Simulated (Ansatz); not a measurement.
Below is the output of a Python script on Ansatz 0.2.0 through its Python package that makes an SCF with some post-processing of Al₃Cu, space group Pm-3m. Write a script that gives it. Use: LDA, PAW, cutoff 510 eV, 6×6×6 k-points, cold smearing of 0.1 eV.

Input file `al3cu.extxyz`:
```text
4
Lattice="3.924151 0.0 0.0 0.0 3.924151 0.0 0.0 0.0 3.924151" Properties=species:S:1:pos:R:3 pbc="T T T"
Al    0.00000000    1.96207550    1.96207550
Al    1.96207550    0.00000000    1.96207550
Al    1.96207550    1.96207550    0.00000000
Cu    0.00000000    0.00000000    0.00000000
```

Running `python run_report.py` prints:
```text
DeckWarning: output.stress: scf.convergence.dr2_threshold = 1e-8 eV is looser than the 4e-10 eV advised for a printed stress (1e-10 eV for each atom of the cell: 4). What an SCF threshold leaves in a [...]
plan: 18 bands, 20 k-points, plane waves [1542, 1596] grid [30, 30, 30]
free energy      -8094.38106 eV
per atom         -2023.59526 eV
SCF iterations   7  (converged: True)
site 0 Al 3S  filled   0.892  at E_F   0.152 /eV
site 0 Al 3P  filled   2.209  at E_F   0.394 /eV
site 1 Al 3S  filled   0.892  at E_F   0.152 /eV
site 1 Al 3P  filled   2.209  at E_F   0.394 /eV
site 2 Al 3S  filled   0.892  at E_F   0.152 /eV
site 2 Al 3P  filled   2.209  at E_F   0.394 /eV
site 3 Cu 3S  filled   1.989  at E_F   0.001 /eV
site 3 Cu 4S  filled   0.687  at E_F   0.175 /eV
site 3 Cu 3P  filled   5.998  at E_F   0.001 /eV
site 3 Cu 3D  filled   9.662  at E_F   0.190 /eV
densities in e/A^3, potentials in eV, ELF without unit
elf.npy          (30, 30, 30)     min     0.0226  mean     0.4243  max     0.9316
rho.npy          (30, 30, 30)     min     0.0621  mean     0.4634  max    70.0700
v_es.npy         (30, 30, 30)     min   -46.8213  mean     4.1078  max    12.1803
v_tot.npy        (30, 30, 30)     min   -76.5204  mean    -6.4893  max     4.0573
 0 Al 8 Al at 2.77, 4 Cu at 2.77
 1 Al 8 Al at 2.77, 4 Cu at 2.77
 2 Al 8 Al at 2.77, 4 Cu at 2.77
 3 Cu 12 Al at 2.77
principal stresses (GPa, compression positive): [-5.249 -5.249 -5.249]
mean -5.249 GPa, von Mises 0.000 GPa, PV = -1.9798 eV
```
(Warnings from the package without file and line, shortened.)

One script that gives this output:

Script `run_report.py`:
```python
from collections import Counter
from pathlib import Path

import ansatz
import numpy as np
from pymatgen.core import Structure

al3cu = ansatz.Crystal.from_extxyz("al3cu.extxyz")

calc = (
    al3cu.calculation()
    .functional("LDA")
    .occupations(ansatz.OccupationsMethod.COLD, width=0.1)
    .scf(tolerance=1e-08)
    .kpoints(length=24)
    .pseudopotentials("paw")
    .basis(510)
    .density_of_states(energy_step=0.05, projected=True)
    .density()
    .potential()
    .electron_localization_function()
    .output_files(volumetric_format="npy")
    .stress()
)
planned = calc.session().plan(threads=1)
facts = planned.describe()
print("plan:", facts["n_bands"], "bands,", len(facts["kpoints_frac"]), "k-points, plane waves", facts["n_pw_range"], "grid", facts["fft_dense"])
outcome = planned.execute()
data = outcome.report

print(f"free energy      {data['free_energy_ev']:.5f} eV")
print(f"per atom         {data['free_energy_ev'] / len(outcome.lattice.sites):.5f} eV")
print(f"SCF iterations   {data['n_iterations']}  (converged: {data['converged']})")

dos = outcome.density_of_states()
energy = np.asarray(dos.energies_ev) - dos.fermi_ev
projected = outcome.projected_density_of_states()
step = energy[1] - energy[0]
for index, site in enumerate(projected.sites):
    for shell in site.shells:
        curve = sum(np.sum(part.g_bin_mean_per_ev, axis=0) for part in shell.curves)
        print(f"site {index} {site.species:2s} {shell.label:3s} filled {curve[energy <= 0].sum() * step:7.3f}  at E_F {np.interp(0, energy, curve):7.3f} /eV")

folder = Path(outcome.write_results("fields"))
print("densities in e/A^3, potentials in eV, ELF without unit")
for name in sorted(p.name for p in folder.glob("*.npy")):
    field = np.load(folder / name)
    print(f"{name:16s} {str(field.shape):16s} min {field.min():10.4f}  mean {field.mean():10.4f}  max {field.max():10.4f}")

final = Structure(outcome.lattice.cell_ang, [s.symbol for s in outcome.lattice.sites], [s.position_frac for s in outcome.lattice.sites])
for index, site in enumerate(final):
    near = final.get_neighbors(site, 4.5)
    edge = 1.15 * min(n.nn_distance for n in near)
    shell = Counter((round(n.nn_distance, 2), n.specie.symbol) for n in near if n.nn_distance < edge)
    print(f"{index:2d} {site.specie.symbol:2s}", ", ".join(f"{count} {symbol} at {d:.2f}" for (d, symbol), count in sorted(shell.items())))

principal = np.linalg.eigvalsh(np.array(data["stress_gpa"]))
mises = np.sqrt(0.5 * sum((principal[i] - principal[i - 1]) ** 2 for i in range(3)))
print("principal stresses (GPa, compression positive):", np.round(principal, 3))
print(f"mean {principal.mean():.3f} GPa, von Mises {mises:.3f} GPa, PV = {principal.mean() * data['setup']['cell_volume_ang3'] / 160.21766:.4f} eV")
```

Caveats:
- Absolute energies stand on the zero of these potentials, so only differences at equal settings mean something.
- Spin is left out of this run.
- For a metal this k-point mesh is coarse: on a finer one energies can move by several to tens of meV an atom and pressures by half a GPa or more, differences at one mesh by less.
- Projections exist only for the shells that the potentials hold, some of them semicore, and samples at single energies can miss narrow peaks.
- Grid values close to the nuclei reflect the PAW or pseudopotential construction, not the all-electron fields.
- At these settings the cell as given stands under about -5 GPa, so it isn't at this functional's equilibrium volume.
- The structure comes from a database of computed cells and needn't be a stable or known phase.
- The computed bands are complete only to about 2.3 eV above the Fermi level; beyond that the density of states is undercounted.
- Timing: 3.3 s on 1 thread of Arm Neoverse V1 (shared host), peak memory 0.4 GiB.

(Lines on the test bed's own set-up are left out of the output.)
